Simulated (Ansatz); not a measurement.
Co2Pd:

```
Pd Co
1.0
     2.63793    0.00000    0.00000
    -1.31897    2.28451    0.00000
     0.00000    0.00000    6.31934
Pd Co
1 2
Direct
  0.00000 0.00000 0.00000
  0.66667 0.33333 0.34978
  0.33333 0.66667 0.65022
```

The cell comes from a database or a generator and needn't be the stable form of this composition.

Base run:

| Quantity | Value |
| --- | --- |
| Program | Ansatz 0.2.0 |
| Functional | PBEsol |
| Potentials or basis | Ansatz PAW |
| Cutoff | 420 eV (not typed: the program's choice for these potentials) |
| k mesh | 10 × 10 × 4 |
| Occupations | fermi-dirac, width 0.05 eV |
| Spin | collinear spin, ferromagnetic start |
| Starting moments | [0.0, 4.0, 4.0] μB |
| Fixed moment | 8 μB |

Its results: pressure 21.9 GPa; site moments Pd +1.35; Co +2.90 μB; largest force 0.727 eV/Å.

Task: The run is repeated on the same cell with these changes: fixed moment from 8 μB to 6 μB; moments at the start from [0.0, 4.0, 4.0] to [0.0, 3.0, 3.0]. What comes out?

Result: Pressure 1.4 GPa; site moments Pd +0.91; Co +2.40 μB; largest force 0.397 eV/Å.

Caveats: the total moment is fixed, so each spin has its own Fermi level; the PAW data sets come from PBE, with cores solved anew for the run's functional, which leaves a small shift of forces and pressure; the thresholds are loose for stress.
